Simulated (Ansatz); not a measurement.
**CH₄GeSe: small, medium and large basis sets**

An exercise on one series of results from a longer session: the logs are not shown, and one member is left open.

The runs use Ansatz 0.2.0, Gaussian basis; one geometry, several basis sets.

The runs, in order: PBE0-D4/def2-SVP; ωB97M-V/def2-SVP; PBE0-D4/def2-QZVPP; ωB97M-V/def2-QZVPP; the functionals' def2-TZVPP values are taken from earlier runs.

**The geometry**

All runs share one geometry, relaxed beforehand with PBE0-D4 in a triple-zeta def2 set.

SMILES `[CH2]1[GeH2][Se]1`, 7 atoms, charge 0, spin multiplicity 1.

Atoms are counted from 1 here; the program's logs count them from 0.

Bond lengths: C1–Ge2 1.926 Å, C1–Se3 2.005 Å, C1–H4 1.084 Å, C1–H5 1.084 Å, Ge2–Se3 2.319 Å, Ge2–H6 1.527 Å, Ge2–H7 1.527 Å. Angles: Ge2–C1–Se3 72.3°, Ge2–C1–H4 118.6°, Ge2–C1–H5 118.6°, Se3–C1–H4 112.9°, Se3–C1–H5 112.9°, H4–C1–H5 114.3°, C1–Ge2–Se3 55.4°, C1–Ge2–H6 118.9°, C1–Ge2–H7 118.9°, Se3–Ge2–H6 117.2°, Se3–Ge2–H7 117.2°, H6–Ge2–H7 115.8°, C1–Se3–Ge2 52.3°.

As a file:

```xyz
7
CH4GeSe
C    -0.63908   -0.19828   -0.71716
Ge    0.67085    0.33585    0.58913
Se   -0.53117   -1.64566    0.66544
H    -1.59835    0.30650   -0.72547
H    -0.29568   -0.52100   -1.69337
H     0.30261    1.41466    1.60502
H     2.15202    0.23983    0.23080
```

The first run:

Input file in.yaml:

```yaml
crystal:
  periodic: [false, false, false]
  atoms:
    - {symbol: C, position_ang: [-0.639078, -0.198280, -0.717156]}
    - {symbol: Ge, position_ang: [0.670854, 0.335846, 0.589135]}
    - {symbol: Se, position_ang: [-0.531175, -1.645660, 0.665442]}
    - {symbol: H, position_ang: [-1.598348, 0.306501, -0.725475]}
    - {symbol: H, position_ang: [-0.295680, -0.520997, -1.693374]}
    - {symbol: H, position_ang: [0.302605, 1.414659, 1.605025]}
    - {symbol: H, position_ang: [2.152023, 0.239832, 0.230804]}
basis:
  gaussian: {orbitals: def2-SVP}
hamiltonian: {xc: pbe0, dispersion: d4}
output: {orbitals: {seedname: orbitals}}
```

Command:

```sh
ansatz run in.yaml --threads 2 --pin off --events-out ev --progress --plain --max-ram 4352MiB
```

Among the steps run: PBE0-D4 in def2-SVP; ωB97M-V in def2-SVP; PBE0-D4 in def2-QZVPP; ωB97M-V in def2-QZVPP.

One of the session's tables, all rows but one given; the rest of the session is left out.

It belongs to the step «Functionals by basis». 

| functional | basis | HOMO (eV) |
| --- | --- | --- |
| PBE0-D4 | def2-SVP | -6.35 |
| PBE0-D4 | def2-TZVPP | -6.46 |
| PBE0-D4 | def2-QZVPP | -6.47 |
| ωB97M-V | def2-SVP | ? |
| ωB97M-V | def2-TZVPP | -8.61 |
| ωB97M-V | def2-QZVPP | -8.62 |

Estimate the missing values for ωB97M-V, def2-SVP.

As computed: HOMO (eV): -8.48. In the column «HOMO (eV)» it lies between ωB97M-V, def2-TZVPP (-8.61) and PBE0-D4, def2-QZVPP (-6.47).
